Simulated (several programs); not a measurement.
**Many methods on one cell: In₄Sb₃As (ordering on zincblende)**

In₄Sb₃As as one 8-atom ordering (I-42m) on the zincblende lattice, relaxed with r2SCAN in Ansatz, was computed with several methods. The symmetry is I-42m (No. 121, tetragonal); a = 6.447 Å, c = 12.877 Å in the conventional setting, 33.45 Å³ an atom. As is surrounded by 4 In at 2.67 Å; In is surrounded by 1 As at 2.67 Å and 3 Sb at 2.82–2.85 Å; Sb is surrounded by 4 In at 2.82 Å; Sb is surrounded by 4 In at 2.85 Å. Spin-unpolarised throughout. Whether this structure exists isn't addressed.

```
CELL_PARAMETERS angstrom
-3.22342 3.22342 6.43839
3.22342 -3.22342 6.43839
3.22342 3.22342 -6.43839
ATOMIC_POSITIONS crystal
As 0.00000 0.00000 0.00000
In 0.64078 0.64078 0.52310
Sb 0.25000 0.75000 0.50000
In 0.88233 0.35922 0.00000
Sb 0.50000 0.50000 0.00000
In 0.11767 0.11767 0.47690
Sb 0.75000 0.25000 0.50000
In 0.35922 0.88233 0.00000
```

Gaps and times are for a single point on this cell; volume and bulk modulus come from each method's own relaxation or energy curve at fixed shape, which is too stiff where a cell has free coordinates or axes. Times are rough, from shared hosts (Arm Neoverse V2; Intel Xeon Platinum 8488C), and each method has its own mesh and cell size. A double dagger marks a value from a curve with shape and coordinates held. A star marks a curve whose lowest point is an end point. PM6 (MOPAC), PM7 (MOPAC) treat a cluster of cells at its zone centre, which samples few k points: where these miss a band edge, the gap comes out too large for that reason alone. Gaps from k meshes are read at a limited set of points (mesh, symmetry points, PBE's band edges), so each method's own least gap may be somewhat smaller. xTB and the PM methods were fitted mostly to molecules, and can miss a solid's gap by electronvolts. Minimal bases can be far off for gaps. Times of the plane-wave rungs are withheld (a dash), since they come from other jobs, hosts and meshes; the meshes of hybrids and Hartree-Fock don't converge their gaps to the digits shown. d marks a direct gap, i an indirect one (no mark: not told apart), a dash a value that wasn't computed or didn't pass its checks.

| method | kind | gap (eV) | own volume (Å³/atom) | bulk modulus (GPa) | atoms computed | processor time |
| --- | --- | --- | --- | --- | --- | --- |
| PM7 (MOPAC) | semi-empirical | 4.71 | 29.70*‡ | – | cluster | 4.7 s |
| PM6 (MOPAC) | semi-empirical | 5.59 | – | – | cluster | 6.3 s |
| light PBE (260 eV, its own mesh) | light plane-wave | 0.01 | – | – | 8 | 7 s |
| PBE/SZV (CP2K) | small basis | 0.01 | 35.54‡ | 42‡ | 8 | 29 s |
| PBE | semilocal | 0 | 34.69 | 39‡ | 8 | – |
| PBE/DZVP (CP2K) | small basis | 0 | 35.01‡ | 39‡ | 8 | 84 s |
| r2SCAN | semilocal | 0 | 33.45 | 46‡ | 8 | – |
| PBE+SOC | semilocal | 0 | – | – | 8 | – |
| HSE06 | hybrid | 0.21 d | – | – | 8 | – |

Against HSE06 (0.21 eV) the nearest gap at the points sampled is that of PBE/SZV (CP2K) (-0.20 eV) and the farthest that of PM6 (MOPAC) (+5.39 eV). HSE06 is only a yardstick of convenience, and nearness to it can be luck.

Volumes against r2SCAN's: PBE +3.7 %.

Runs without a result: GFN1-xTB (tblite) (single point), GFN2-xTB (tblite) (single point).

With PBE and r2SCAN the bands overlap or touch, or nearly. Semilocal functionals can close a real gap, so this doesn't show a metal; small gaps of other methods may in turn close between the points read or with spin-orbit coupling, and the solid may be a semimetal.

Only the rows marked +SOC include spin-orbit coupling.
